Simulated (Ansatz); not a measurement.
# Cu+ with SiNH5: superposition error and deformation, part 1 of 2

How much of this pair's binding is borrowed basis, and how much do the fragments pay to take the shapes they have in the pair?

Program: Ansatz 0.2.0, Gaussian basis. Level of theory: PBE0-D4 structures, single points in def2-TZVPPD. These are calculated values, not measurements.

Levels: PBE-D4, revPBE-D4, BLYP-D4, r2SCAN-D4, B97M-V, PBE0-D4, B3LYP-D4, HSE06-D4, wB97X-V, wB97M-V, B2PLYP, Hartree-Fock, MP2, CCSD, CCSD(T).

Cores are frozen in the correlated methods. The 3s and 3p shells of Cu and Zn are frozen; filled d shells are correlated. B3LYP uses VWN-RPA correlation. B2PLYP carries no dispersion term here.

129 further runs of the same task are left out: 129 set aside as unsound or not needed. Runs told in other sessions of the task aren't counted.

## (1) Starting geometry

The relaxed pair: 8 atoms, charge 1, spin multiplicity 1.

Atoms are counted from 1 here; the program's logs count them from 0.

Bond lengths: Cu1–N3 1.939 Å, Si2–N3 1.827 Å, Si2–H4 1.477 Å, Si2–H5 1.477 Å, Si2–H6 1.476 Å, N3–H7 1.020 Å, N3–H8 1.020 Å. Angles: N3–Si2–H4 104.3°, N3–Si2–H5 104.3°, N3–Si2–H6 108.2°, H4–Si2–H5 112.7°, H4–Si2–H6 113.2°, H5–Si2–H6 113.2°, Cu1–N3–Si2 113.4°, Cu1–N3–H7 108.0°, Cu1–N3–H8 108.0°, Si2–N3–H7 110.8°, Si2–N3–H8 110.8°, H7–N3–H8 105.4°.

Coordinates:

```xyz
8
CuH5NSi
Cu   -0.40754   -1.46388   -1.78980
Si   -0.40688    0.31818    0.80571
N     0.52471   -0.16950   -0.68819
H    -1.67044    0.87616    0.28312
H    -0.60409   -0.94640    1.54249
H     0.39976    1.30513    1.55050
H     1.43098   -0.56350   -0.43725
H     0.73360    0.64382   -1.26649
```

Atoms 1 to 1 are fragment A (Cu+), the rest fragment B (SiNH5). From earlier runs, pair energy (eV) and counterpoise interaction (kJ/mol):

```tsv
method	E(pair)	interaction
PBE-D4	-54072.41743	-284.88
revPBE-D4	-54080.66690	-267.13
BLYP-D4	-54087.33447	-281.76
r2SCAN-D4	-54083.06123	-282.71
B97M-V	-54073.46651	-272.12
PBE0-D4	-54073.46658	-256.97
B3LYP-D4	-54087.47961	-261.90
HSE06-D4	-54073.11913	-256.22
wB97X-V	-54079.17253	-248.51
wB97M-V	-54081.34098	-246.20
B2PLYP	-54073.16718	-247.76
Hartree-Fock	-54017.14612	-168.01
MP2	-54039.84710	-236.02
CCSD(T)	-54039.72484	-225.52
```

First each fragment is run alone in its own basis, frozen in the shape it has in the pair (a, b).

## (2) wB97X-V/def2-TZVPPD

The input, a/in.yaml:

```yaml
crystal:
  periodic: [false, false, false]
  atoms:
    - {symbol: Cu, position_ang: [-0.407541, -1.463884, -1.789804]}
basis:
  gaussian: {orbitals: "def2-TZVPPD.json"}
total_charge: 1
hamiltonian: {xc: {name: wB97X-V}}
```

The input, b/in.yaml:

```yaml
crystal:
  periodic: [false, false, false]
  atoms:
    - {symbol: Si, position_ang: [-0.406883, 0.318182, 0.805712]}
    - {symbol: N, position_ang: [0.524710, -0.169498, -0.688190]}
    - {symbol: H, position_ang: [-1.670436, 0.876160, 0.283123]}
    - {symbol: H, position_ang: [-0.604091, -0.946400, 1.542493]}
    - {symbol: H, position_ang: [0.399761, 1.305126, 1.550500]}
    - {symbol: H, position_ang: [1.430976, -0.563504, -0.437247]}
    - {symbol: H, position_ang: [0.733604, 0.643818, -1.266486]}
basis:
  gaussian: {orbitals: "def2-TZVPPD.json"}
hamiltonian: {xc: {name: wB97X-V}}
```

The basis file named in the input lies beside it (Basis Set Exchange, JSON).

Each run has its own folder and the same command.

Run with:

```console
$ ansatz run in.yaml --threads 4 --pin off --events-out ev --progress --plain --max-ram 9574MiB
```

a printed:

```text
Functional definition: wB97X-V
  name "wB97X-V"
  cite "Mardirossian & Head-Gordon, Phys. Chem. Chem. Phys. 16, 9904 (2014) doi:10.1039/C3CP54374A"
  cite "Becke, J. Chem. Phys. 107, 8554 (1997) doi:10.1063/1.475007"
  cite "Vydrov & Van Voorhis, J. Chem. Phys. 133, 244103 (2010) doi:10.1063/1.3521275"
  parameter omega = 0.3/bohr
  parameter cx = 0.167
  parameter cx1 = 0.603
  parameter cx2 = 1.194
  parameter css0 = 0.556
  parameter css1 = -0.257
  parameter cos0 = 1.219
  parameter cos1 = -1.850
  parameter b = 6.0
  parameter c = 0.01
  exchange = spin_sum(e_x_unif_sr(omega)*poly(b97_u_x, 1 - cx, cx1, cx2)) + cx*exact_x_sr(omega) + exact_x_lr(omega)
  correlation = spin_sum(e_c_pw_same_spin*poly(b97_u_same, css0, css1))
      + integral(e_c_pw_opposite_spin*poly(b97_u_opposite, cos0, cos1)) + vv10(b, c)
553 factors; their error is unknown
76 factors; integrals over basis functions are off by at most 9.5e-5 eV
mean field evaluation 1: about -44597.6896 eV, gradient 2.1e2 eV
mean field evaluation 2: about -43801.8921 eV, gradient 6.3e2 eV
mean field evaluation 4: about -44626.8768 eV, gradient 4.0e1 eV
mean field evaluation 8: about -44627.9285 eV, gradient 4.9e-2 eV
mean field evaluation 16: about -44627.9285 eV, gradient 1.9e-6 eV
mean field -44627.92849594 eV, -1640.0461223294 hartree, gradient 1.9e-6 eV, S^2 0.000000; 0 other end points of the search recorded, 0 dependent functions left out
reference -44627.92849436 eV, -1640.0461222712 hartree; 14, 14 occupied and 53, 53 virtual orbitals, 553 factors
Total energy: -44627.92849436 eV, -1640.0461222712 hartree
```

b printed, cut to the lines that bear on the results:

```text
[... 5 set-up lines as earlier in the session ...]
[...]
      + integral(e_c_pw_opposite_spin*poly(b97_u_opposite, cos0, cos1)) + vv10(b, c)
789 factors; their error is unknown
239 factors; integrals over basis functions are off by at most 1.7e-5 eV
[...]
mean field -9448.64664399 eV, -347.2313596439 hartree, gradient 3.3e-5 eV, S^2 0.000000; 0 other end points of the search recorded, 0 dependent functions left out
reference -9448.64664201 eV, -347.2313595710 hartree; 13, 13 occupied and 157, 157 virtual orbitals, 789 factors
Total energy: -9448.64664201 eV, -347.2313595710 hartree
```

They took 0.6 s (a), 2.2 s (b) on 4 threads of Arm Neoverse V2, shared host.

## (3) wB97M-V/def2-TZVPPD

Each input of step 2 (a, b) changes in the same lines:

```diff
-hamiltonian: {xc: {name: wB97X-V}}
+hamiltonian: {xc: {name: wB97M-V}}
```

One command serves all of them, each in its own folder.

Run with:

```console
$ ansatz run in.yaml --threads 4 --pin off --events-out ev --progress --plain --max-ram 9574MiB
```

Output in a, cut to the lines that bear on the results:

```text
Functional definition: wB97M-V
  name "wB97M-V"
  cite "Mardirossian & Head-Gordon, J. Chem. Phys. 144, 214110 (2016) doi:10.1063/1.4952647"
[... 2 set-up lines as earlier in the session ...]
  # Of w^i u^j: cxij and so on, Table III.
[...]
  gx(w, u) = 1 - cx + cx01*u + cx10*w
  gss(w, u) = css00 + css04*u^4 + css10*w + css20*w^2 + css43*w^4*u^3
  gos(w, u) = cos00 + cos10*w + (cos20 + cos21*u)*w^2 + (cos60 + cos61*u)*w^6
[...]
      + integral(e_c_pw_mod_opposite_spin*gos(b97_w_opposite, b97_u_opposite)) + vv10(b, c)
553 factors; their error is unknown
76 factors; integrals over basis functions are off by at most 9.5e-5 eV
[...]
mean field -44629.92506620 eV, -1640.1194949330 hartree, gradient 5.5e-5 eV, S^2 0.000000; 0 other end points of the search recorded, 0 dependent functions left out
reference -44629.92510464 eV, -1640.1194963458 hartree; 14, 14 occupied and 53, 53 virtual orbitals, 553 factors
Total energy: -44629.92510464 eV, -1640.1194963458 hartree
```

b printed, cut to the lines that bear on the results:

```text
[... 5 set-up lines as earlier in the session ...]
  # Of w^i u^j: cxij and so on, Table III.
[...]
  gx(w, u) = 1 - cx + cx01*u + cx10*w
  gss(w, u) = css00 + css04*u^4 + css10*w + css20*w^2 + css43*w^4*u^3
  gos(w, u) = cos00 + cos10*w + (cos20 + cos21*u)*w^2 + (cos60 + cos61*u)*w^6
[...]
      + integral(e_c_pw_mod_opposite_spin*gos(b97_w_opposite, b97_u_opposite)) + vv10(b, c)
784 factors; their error is unknown
239 factors; integrals over basis functions are off by at most 1.7e-5 eV
[...]
mean field -9448.84325957 eV, -347.2385851334 hartree, gradient 3.4e-5 eV, S^2 0.000000; 0 other end points of the search recorded, 0 dependent functions left out
reference -9448.84330966 eV, -347.2385869739 hartree; 13, 13 occupied and 157, 157 virtual orbitals, 784 factors
Total energy: -9448.84330966 eV, -347.2385869739 hartree
```

They took 0.7 s (a), 2.4 s (b) on 4 threads of Arm Neoverse V2, shared host.

## (4) B2PLYP/def2-TZVPPD

a/in.yaml, as its differences from that of step 3:

```diff
@@ -7,2 +7,3 @@
 total_charge: 1
-hamiltonian: {xc: {name: wB97M-V}}
+hamiltonian: {xc: {name: B2PLYP}}
+correlation: {frozen_orbitals: {Cu: 9}}
```

b/in.yaml, as its differences from that of step 3:

```diff
@@ -12,2 +12,2 @@
   gaussian: {orbitals: "def2-TZVPPD.json"}
-hamiltonian: {xc: {name: wB97M-V}}
+hamiltonian: {xc: {name: B2PLYP}}
```

Each run has its own folder and the same command.

Run with:

```console
$ ansatz run in.yaml --threads 4 --pin off --events-out ev --progress --plain --max-ram 9574MiB
```

Log of a, cut to the lines that bear on the results:

```text
Functional definition: B2PLYP
  name "B2PLYP"
  cite "Grimme, J. Chem. Phys. 124, 034108 (2006) doi:10.1063/1.2148954"
  cite "Becke, Phys. Rev. A 38, 3098 (1988) doi:10.1103/PhysRevA.38.3098"
  cite "Lee, Yang & Parr, Phys. Rev. B 37, 785 (1988) doi:10.1103/PhysRevB.37.785"
[...]
466 factors; integrals over basis functions are off by at most 1.4e-4 eV
[...]
mean field -44620.83074562 eV, -1639.7852848161 hartree, gradient 3.5e-6 eV, S^2 0.000000; 0 other end points of the search recorded, 0 dependent functions left out
9 core orbitals not correlated: weight in the atoms' cores, before any rotation towards them, 1.000 or more for the frozen orbitals, at most 0.000 for the correlated occupied ones
reference -44620.83084023 eV, -1639.7852882931 hartree; 5, 5 occupied and 53, 53 virtual orbitals, 466 factors
second order -14.37753326 eV of doubles, -0.00000000 eV of singles
Total energy: -44624.71277421 eV, -1639.9279467357 hartree
```

Output in b, cut to the lines that bear on the results:

```text
[... 5 set-up lines as earlier in the session ...]
[...]
949 factors; integrals over basis functions are off by at most 9.5e-4 eV
[...]
mean field -9442.66410178 eV, -347.0115052727 hartree, gradient 4.9e-6 eV, S^2 0.000000; 0 other end points of the search recorded, 0 dependent functions left out
6 core orbitals not correlated: weight in the atoms' cores, before any rotation towards them, 1.000 or more for the frozen orbitals, at most 0.000 for the correlated occupied ones
reference -9442.66425197 eV, -347.0115107923 hartree; 7, 7 occupied and 157, 157 virtual orbitals, 949 factors
second order -11.77731524 eV of doubles, -0.00000000 eV of singles
Total energy: -9445.84412709 eV, -347.1283690473 hartree
```

They took 0.45 s (a), 1.4 s (b) on 4 threads of Arm Neoverse V2, shared host.

## (5) B97M-V/def2-TZVPPD

a/in.yaml, as its differences from that of step 4:

```diff
@@ -7,3 +7,2 @@
 total_charge: 1
-hamiltonian: {xc: {name: B2PLYP}}
-correlation: {frozen_orbitals: {Cu: 9}}
+hamiltonian: {xc: {name: B97M-V}}
```

b/in.yaml, as its differences from that of step 4:

```diff
@@ -12,2 +12,2 @@
   gaussian: {orbitals: "def2-TZVPPD.json"}
-hamiltonian: {xc: {name: B2PLYP}}
+hamiltonian: {xc: {name: B97M-V}}
```

Each run has its own folder and the same command.

Run with:

```console
$ ansatz run in.yaml --threads 4 --pin off --events-out ev --progress --plain --max-ram 9574MiB
```

Output in a, cut to the lines that bear on the results:

```text
Functional definition: B97M-V
  name "B97M-V"
  cite "Mardirossian & Head-Gordon, J. Chem. Phys. 142, 074111 (2015) doi:10.1063/1.4907719"
[... 2 set-up lines as earlier in the session ...]
  # Of w^i u^j: cxij and so on, Table III.
[...]
  gx(w, u) = cx00 + cx01*u + cx02*u^2 + (cx10 + cx11*u)*w
  gss(w, u) = css00 + css02*u^2 + css10*w + (css32*w^3 + css42*w^4)*u^2
  gos(w, u) = cos00 + cos01*u + cos03*u^3 + cos10*w + cos32*w^3*u^2
[...]
      + integral(e_c_pw_mod_opposite_spin*gos(b97_w_opposite, b97_u_opposite)) + vv10(b, c)
509 factors; their error is unknown
[...]
mean field -44622.55542175 eV, -1639.8486654948 hartree, gradient 5.7e-5 eV, S^2 0.000000; 0 other end points of the search recorded, 0 dependent functions left out
reference -44622.55546930 eV, -1639.8486672424 hartree; 14, 14 occupied and 53, 53 virtual orbitals, 509 factors
Total energy: -44622.55546930 eV, -1639.8486672424 hartree
```

Log of b, cut to the lines that bear on the results:

```text
[... 5 set-up lines as earlier in the session ...]
  # Of w^i u^j: cxij and so on, Table III.
[...]
  gx(w, u) = cx00 + cx01*u + cx02*u^2 + (cx10 + cx11*u)*w
  gss(w, u) = css00 + css02*u^2 + css10*w + (css32*w^3 + css42*w^4)*u^2
  gos(w, u) = cos00 + cos01*u + cos03*u^3 + cos10*w + cos32*w^3*u^2
[...]
      + integral(e_c_pw_mod_opposite_spin*gos(b97_w_opposite, b97_u_opposite)) + vv10(b, c)
779 factors; their error is unknown
[...]
mean field -9448.07197232 eV, -347.2102408497 hartree, gradient 6.7e-5 eV, S^2 0.000000; 0 other end points of the search recorded, 0 dependent functions left out
reference -9448.07203164 eV, -347.2102430296 hartree; 13, 13 occupied and 157, 157 virtual orbitals, 779 factors
Total energy: -9448.07203164 eV, -347.2102430296 hartree
```

Times: 0.65 s (a), 2.4 s (b) on 4 threads of Arm Neoverse V2, shared host.

## (6) CCSD(T)/def2-TZVPPD

a/in.yaml, as its differences from that of step 5:

```diff
@@ -7,2 +7,2 @@
 total_charge: 1
-hamiltonian: {xc: {name: B97M-V}}
+correlation: {method: ccsd_t, frozen_orbitals: {Cu: 9}}
```

b/in.yaml, as its differences from that of step 5:

```diff
@@ -12,2 +12,2 @@
   gaussian: {orbitals: "def2-TZVPPD.json"}
-hamiltonian: {xc: {name: B97M-V}}
+correlation: {method: ccsd_t}
```

Each run has its own folder and the same command.

Run with:

```console
$ ansatz run in.yaml --threads 4 --pin off --events-out ev --progress --plain --max-ram 9574MiB
```

a printed, cut to the lines that bear on the results:

```text
Functional definition: HF
  name "HF"
  cite "Fock, Z. Phys. 61, 126 (1930) doi:10.1007/BF01340294"
  parent pbe
[...]
466 factors; integrals over basis functions are off by at most 1.4e-4 eV
[...]
mean field -44590.93228105 eV, -1638.6865365090 hartree, gradient 7.8e-7 eV, S^2 0.000000; 0 other end points of the search recorded, 0 dependent functions left out
9 core orbitals not correlated: weight in the atoms' cores, before any rotation towards them, 1.000 or more for the frozen orbitals, at most 0.000 for the correlated occupied ones
reference -44590.93228105 eV, -1638.6865365090 hartree; 5, 5 occupied and 53, 53 virtual orbitals, 466 factors
second order -12.23242520 eV of doubles, -0.00000000 eV of singles
cycle   1  -10.14848868 eV  change     2.1e0 eV  update   1.1e-1
[...]
cycle   9  -10.67504319 eV  change    9.8e-6 eV  update   1.2e-6
perturbative correction -0.35026653 eV, -0.0128720577 hartree
Total energy: -44601.95759077 eV, -1639.0917091682 hartree
```

Output in b, cut to the lines that bear on the results:

```text
[... 4 set-up lines as earlier in the session ...]
[...]
949 factors; integrals over basis functions are off by at most 9.5e-4 eV
[...]
mean field -9424.45220712 eV, -346.3422304884 hartree, gradient 1.5e-6 eV, S^2 0.000000; 0 other end points of the search recorded, 0 dependent functions left out
6 core orbitals not correlated: weight in the atoms' cores, before any rotation towards them, 1.000 or more for the frozen orbitals, at most 0.000 for the correlated occupied ones
reference -9424.45220712 eV, -346.3422304884 hartree; 7, 7 occupied and 157, 157 virtual orbitals, 949 factors
second order -9.70530622 eV of doubles, -0.00000000 eV of singles
cycle   1  -10.20214759 eV  change   -5.0e-1 eV  update   6.8e-2
[...]
cycle  10  -10.53564571 eV  change    6.7e-6 eV  update   7.3e-6
perturbative correction -0.35661715 eV, -0.0131054385 hartree
Total energy: -9435.34446997 eV, -346.7425137654 hartree
```

Times: 0.5 s (a), 6.5 s (b) on 4 threads of Arm Neoverse V2, shared host; peak memory 1.4 GiB.

## (7) Relaxing SiNH5 alone

The input, relax-b/in.yaml:

```yaml
crystal:
  periodic: [false, false, false]
  atoms:
    - {symbol: Si, position_ang: [-0.406883, 0.318182, 0.805712]}
    - {symbol: N, position_ang: [0.524710, -0.169498, -0.688190]}
    - {symbol: H, position_ang: [-1.670436, 0.876160, 0.283123]}
    - {symbol: H, position_ang: [-0.604091, -0.946400, 1.542493]}
    - {symbol: H, position_ang: [0.399761, 1.305126, 1.550500]}
    - {symbol: H, position_ang: [1.430976, -0.563504, -0.437247]}
    - {symbol: H, position_ang: [0.733604, 0.643818, -1.266486]}
basis:
  gaussian: {orbitals: def2-TZVP}
hamiltonian: {xc: pbe0, dispersion: d4}
relax: {f_tol: 0.005, max_steps: 200}
```

Run with:

```console
$ ansatz run in.yaml --threads 4 --pin off --events-out ev --progress --plain --max-ram 9574MiB
```

The log of the run, cut to the lines that bear on the results:

```text
Functional definition: PBE0
  name "PBE0"
  cite "Adamo & Barone, J. Chem. Phys. 110, 6158 (1999) doi:10.1063/1.478522"
  cite "Perdew, Burke & Ernzerhof, Phys. Rev. Lett. 77, 3865 (1996) doi:10.1103/PhysRevLett.77.3865"
[... 1 set-up line as earlier in the session ...]
[...]
643 factors; their error is unknown
[...]
mean field -9445.06513959 eV, -347.0997417847 hartree, gradient 2.9e-5 eV, S^2 0.000000; 0 other end points of the search recorded, 0 dependent functions left out
[...]
reference -9445.06516688 eV, -347.0997427876 hartree; 13, 13 occupied and 85, 85 virtual orbitals, 643 factors
relax step   1: F+E_penalty+E_count = -9445.13406495 eV  Δ(F+E_penalty+E_count) = +0.000e0 eV  max|allowed force component| = 2.145e0 eV/Å  Δτ_max = 0.0000 Å  (22 SCF iters, accepted)
[...]
reference -9445.25520546 eV, -347.1067265766 hartree; 13, 13 occupied and 85, 85 virtual orbitals, 643 factors
Total energy: -9445.32457594 eV, -347.1092758950 hartree
Atom 0 at    -0.346155     0.324161     0.763497 Å, force     0.000039    -0.000070     0.000215 eV/Å
Atom 1 at     0.584033    -0.090931    -0.622595 Å, force     0.000114     0.000374     0.000143 eV/Å
Atom 2 at    -1.635897     0.893194     0.294118 Å, force     0.000279    -0.000098    -0.000089 eV/Å
Atom 3 at    -0.579226    -0.917655     1.545234 Å, force    -0.000003     0.000166    -0.000124 eV/Å
Atom 4 at     0.269155     1.322729     1.689102 Å, force     0.000056    -0.000447    -0.000789 eV/Å
Atom 5 at     1.416106    -0.648433    -0.515177 Å, force    -0.000522     0.000627    -0.000159 eV/Å
Atom 6 at     0.699625     0.580819    -1.364273 Å, force     0.000037    -0.000552     0.000801 eV/Å
Dipole moment:     0.244341     0.045033    -0.141054 e Å
```

It took 4.1 s on 4 threads of Arm Neoverse V2, shared host.

Step by step:

```tsv
step	energy from step 1 (eV)	largest force component (eV/Å)
1	0.0000	2.1454
2	-0.1235	1.0571
3	-0.1617	0.5434
4	-0.1760	0.2344
5	-0.1903	0.0498
6	-0.1901	0.0938
7	-0.1905	0.0222
8	-0.1905	0.0008
```

Close pairs (by a distance rule), those that changed most:

```tsv
bond	before (Å)	after (Å)	change (Å)
Si1–N2	1.827	1.720	-0.107
Si1–H5	1.476	1.494	+0.018
N2–H7	1.020	1.007	-0.012
N2–H6	1.020	1.007	-0.012
Si1–H4	1.477	1.486	+0.009
Si1–H3	1.477	1.486	+0.009
```

## (8) PBE-D4/def2-TZVPPD

The input, free-b/in.yaml:

```yaml
crystal:
  periodic: [false, false, false]
  atoms:
    - {symbol: Si, position_ang: [-0.346155, 0.324161, 0.763497]}
    - {symbol: N, position_ang: [0.584033, -0.090931, -0.622595]}
    - {symbol: H, position_ang: [-1.635897, 0.893194, 0.294118]}
    - {symbol: H, position_ang: [-0.579226, -0.917655, 1.545234]}
    - {symbol: H, position_ang: [0.269155, 1.322729, 1.689102]}
    - {symbol: H, position_ang: [1.416106, -0.648433, -0.515177]}
    - {symbol: H, position_ang: [0.699625, 0.580819, -1.364273]}
basis:
  gaussian: {orbitals: "def2-TZVPPD.json"}
hamiltonian: {xc: pbe, dispersion: d4}
```

Run with:

```console
$ ansatz run in.yaml --threads 4 --pin off --events-out ev --progress --plain --max-ram 9574MiB
```

The log of the run:

```text
Functional definition: PBE
  name "PBE"
[... 2 set-up lines as earlier in the session ...]
  parameter kappa = 0.804
  parameter beta = 0.06672455060314922
  exchange = pbe_x(kappa = kappa, mu = beta*pi^2/3)
  correlation = pbe_c(beta = beta)
779 factors; their error is unknown
mean field evaluation 1: about -9435.2869 eV, gradient 6.9e1 eV
mean field evaluation 2: about -9401.8151 eV, gradient 1.2e2 eV
mean field evaluation 4: about -9444.2888 eV, gradient 3.9e0 eV
mean field evaluation 8: about -9444.3224 eV, gradient 3.1e-1 eV
mean field evaluation 16: about -9444.3225 eV, gradient 1.2e-5 eV
mean field -9444.32247342 eV, -347.0724493066 hartree, gradient 1.2e-5 eV, S^2 0.000000; 0 other end points of the search recorded, 0 dependent functions left out
reference -9444.32251494 eV, -347.0724508324 hartree; 13, 13 occupied and 157, 157 virtual orbitals, 779 factors
Total energy: -9444.40668731 eV, -347.0755441100 hartree
```

Wall time 0.65 s (4 threads of Arm Neoverse V2, shared host).

## (9) r2SCAN-D4/def2-TZVPPD

free-b/in.yaml, as its differences from that of step 8:

```diff
@@ -12,2 +12,2 @@
   gaussian: {orbitals: "def2-TZVPPD.json"}
-hamiltonian: {xc: pbe, dispersion: d4}
+hamiltonian: {xc: r2scan, dispersion: d4}
```

Run with:

```console
$ ansatz run in.yaml --threads 4 --pin off --events-out ev --progress --plain --max-ram 9574MiB
```

The log of the run:

```text
Functional definition: r2SCAN
  name "r2SCAN"
  cite "Furness, Kaplan, Ning, Perdew & Sun, J. Phys. Chem. Lett. 11, 8208 (2020) doi:10.1021/acs.jpclett.0c02405"
  cite "Furness, Kaplan, Ning, Perdew & Sun, J. Phys. Chem. Lett. 11, 9248 (2020) doi:10.1021/acs.jpclett.0c03077"
  parent r2scan
  parameter k0 = 0.174
  parameter k1 = 0.065
  parameter a1 = 4.9479
  exchange = r2scan_x(k0 = k0, k1 = k1, a1 = a1)
  correlation = r2scan_c
779 factors; their error is unknown
mean field evaluation 1: about -9441.5420 eV, gradient 6.3e1 eV
mean field evaluation 2: about -9423.4204 eV, gradient 1.0e2 eV
mean field evaluation 4: about -9448.8915 eV, gradient 2.3e0 eV
mean field evaluation 8: about -9448.9075 eV, gradient 2.9e-2 eV
mean field evaluation 16: about -9448.8896 eV, gradient 5.5e-5 eV
mean field -9448.88959381 eV, -347.2402878851 hartree, gradient 5.5e-5 eV, S^2 0.000000; 0 other end points of the search recorded, 0 dependent functions left out
reference -9448.88960631 eV, -347.2402883446 hartree; 13, 13 occupied and 157, 157 virtual orbitals, 779 factors
Total energy: -9448.90897129 eV, -347.2409999944 hartree
```

Wall time 1.2 s (4 threads of Arm Neoverse V2, shared host).

(Continued in part 2 of 2.)
